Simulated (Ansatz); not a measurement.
# C2H10InN: vertical ionisation energy

The task here is to estimate one member of a computed series from the others.

The runs use Ansatz 0.2.0, Gaussian basis; unrestricted cation, the program's frozen cores in correlated methods.

Levels to be run: UKS PBE-D4/def2-TZVPP; UKS r2SCAN-D4/def2-TZVPP; UKS PBE0-D4/def2-TZVPP; UKS B3LYP-D4/def2-TZVPP; UKS wB97X-V/def2-TZVPP; UKS wB97M-V/def2-TZVPP; UKS B2PLYP/def2-TZVPP; UHF-CCSD(T)/def2-TZVPP; UHF-MP2/def2-QZVPP; extrapolation to the limit; then −ε(HOMO) from the neutral's earlier runs with LDA (SPW92), PBE-D4, revPBE-D4, BLYP-D4, r2SCAN-D4, B97M-V, PBE0-D4, B3LYP-D4, r2SCANh-D4, r2SCAN0-D4, HSE06-D4, BHLYP-D4, CAM-B3LYP-D4, LC-ωPBE, ωB97X-V, ωB97M-V.

## The relaxed structure

The geometry comes from an earlier relaxation with PBE0-D4 in a triple-zeta def2 set; it is a stationary point, not always the lowest conformer. In takes the def2 core potential; no spin-orbit term is included.

SMILES `[CH3][InH-]([CH3])[NH3+]`, 14 atoms, charge 0, spin multiplicity 1.

Atoms are counted from 1 here; the program's logs count them from 0.

Bond lengths: C1–In2 2.174 Å, C1–H5 1.092 Å, C1–H6 1.093 Å, C1–H7 1.093 Å, In2–C3 2.174 Å, In2–N4 2.421 Å, In2–H8 1.746 Å, C3–H9 1.093 Å, C3–H10 1.093 Å, C3–H11 1.093 Å, N4–H12 1.013 Å, N4–H13 1.013 Å, N4–H14 1.013 Å. Angles: In2–C1–H5 111.5°, In2–C1–H6 110.3°, In2–C1–H7 111.2°, H5–C1–H6 107.5°, H5–C1–H7 108.6°, H6–C1–H7 107.5°, C1–In2–C3 118.6°, C1–In2–N4 96.5°, C1–In2–H8 119.1°, C3–In2–N4 96.4°, C3–In2–H8 119.0°, N4–In2–H8 95.2°, In2–C3–H9 111.2°, In2–C3–H10 110.4°, In2–C3–H11 111.5°, H9–C3–H10 107.5°, H9–C3–H11 108.6°, H10–C3–H11 107.5° and more.

Set-up of the first run:

Input file in.yaml:

```yaml
crystal:
  periodic: [false, false, false]
  atoms:
    - {symbol: C, position_ang: [-1.004355, 1.540283, -1.032328]}
    - {symbol: In, position_ang: [-0.509695, 0.216752, 0.619675]}
    - {symbol: C, position_ang: [1.492995, 0.304765, 1.460614]}
    - {symbol: N, position_ang: [-0.153756, -1.768677, -0.719632]}
    - {symbol: H, position_ang: [-1.878447, 1.184559, -1.582746]}
    - {symbol: H, position_ang: [-1.235935, 2.541415, -0.660799]}
    - {symbol: H, position_ang: [-0.167612, 1.633330, -1.728966]}
    - {symbol: H, position_ang: [-1.801641, -0.465393, 1.576148]}
    - {symbol: H, position_ang: [2.242856, 0.464359, 0.681838]}
    - {symbol: H, position_ang: [1.571983, 1.133768, 2.168094]}
    - {symbol: H, position_ang: [1.740885, -0.612063, 2.000616]}
    - {symbol: H, position_ang: [-0.014587, -2.578183, -0.126492]}
    - {symbol: H, position_ang: [-0.955766, -1.950423, -1.311487]}
    - {symbol: H, position_ang: [0.660073, -1.673693, -1.315635]}
basis:
  gaussian: {orbitals: def2-TZVPP}
total_charge: 1
magnetization: {spin_polarized: true, initial_magnetization: 1}
hamiltonian: {xc: pbe, dispersion: d4}
```

Command:

```sh
$ ansatz run in.yaml --threads 2 --pin off --events-out ev --progress --plain --max-ram 32768MiB --backend cpu
```

Steps of the session up to this table: Cation, UKS PBE-D4/def2-TZVPP; Cation, UKS r2SCAN-D4/def2-TZVPP; Cation, UKS PBE0-D4/def2-TZVPP; Cation, UKS B3LYP-D4/def2-TZVPP; Cation, UKS wB97X-V/def2-TZVPP; Cation, UKS wB97M-V/def2-TZVPP; Cation, UKS B2PLYP (frozen core)/def2-TZVPP; Cation, UHF-CCSD(T)/def2-TZVPP; Cation, UHF-MP2/def2-QZVPP.

One table of the session follows, with a row left open; its other results are not shown here.

For comparison, −ε(HOMO) of the neutral from earlier runs:

| functional | −ε(HOMO) (eV) |
| --- | --- |
| LDA (SPW92) | 5.57 |
| PBE-D4 | 5.40 |
| revPBE-D4 | 5.33 |
| BLYP-D4 | 5.25 |
| r2SCAN-D4 | 5.61 |
| B97M-V | 5.66 |
| PBE0-D4 | 6.54 |
| B3LYP-D4 | 6.32 |
| r2SCANh-D4 | 6.04 |
| r2SCAN0-D4 | 6.70 |
| HSE06-D4 | 6.15 |
| BHLYP-D4 | ? |
| CAM-B3LYP-D4 | 7.86 |
| LC-ωPBE | 9.22 |
| ωB97X-V | 8.85 |
| ωB97M-V | 8.75 |

**Question.** Estimate the row for BHLYP-D4.

Worked estimate for «−ε(HOMO) (eV)». Against the share of exact exchange, BLYP-D4 (0, 5.25), B3LYP-D4 (0.2, 6.32) give a slope of 5.35 per unit share; at 0.5 the line stands at 7.92.

The run gave: −ε(HOMO) (eV): 7.58. In «−ε(HOMO) (eV)» the line misses by +0.34.
